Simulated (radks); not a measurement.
# Si in [He] 2s2 2p5.75 3s2 3p2.25: an all-electron calculation

The task here is to estimate one member of a computed series from the others.

The numbers are computed with radks (a radial shooting solver on a logarithmic mesh, Libxc functionals) version 1 (scalar-relativistic Kohn-Sham, LDA (Slater exchange, VWN5 correlation), spin-polarised, spherical densities, point nucleus; open shells are filled with parallel spins first), except any that are marked as measured or tabulated.

## What is computed

| Item | Value |
| --- | --- |
| element | silicon (Z = 14) |
| charge | 0 |
| electrons | 14 |
| configuration | [He] 2s2 2p5.75 3s2 3p2.25 |

The first run:

Input:

```text
Z 14
configuration [He] 2s2 2p5.75 3s2 3p2.25
relativity scalar-relativistic
functional lda,vwn5
spin polarised
nucleus point
c 137.035999084
```

Among the steps run: Self-consistent calculation.

One of the session's tables, all rows but one given; the rest of the session is left out.

It belongs to the step «Orbitals and density». Radial moments (bohr):

| level | <r> | outermost maximum (interpolated) | 90 % within | nodes |
| --- | --- | --- | --- | --- |
| 1s up | 0.1117 | 0.0728 | 0.200 | 0 |
| 1s down | 0.1116 | 0.0728 | 0.199 | 0 |
| 2s up | 0.5668 | 0.454 | 0.893 | 1 |
| 2s down | ? | ? | ? | ? |
| 2p up | 0.5325 | 0.385 | 0.895 | 0 |
| 2p down | 0.5330 | 0.385 | 0.895 | 0 |
| 3s up | 2.097 | 1.74 | 3.20 | 2 |
| 3s down | 2.126 | 1.74 | 3.27 | 2 |
| 3p up | 2.632 | 2.06 | 4.16 | 1 |
| 3p down | 2.808 | 2.10 | 4.54 | 1 |

Estimate the missing values for 2s down.

**Answer.** <r>: 0.5670; outermost maximum (interpolated): 0.455; 90 % within: 0.893; nodes: 1. In the column «<r>» it lies between 2s up (0.5668) and 3s up (2.097).
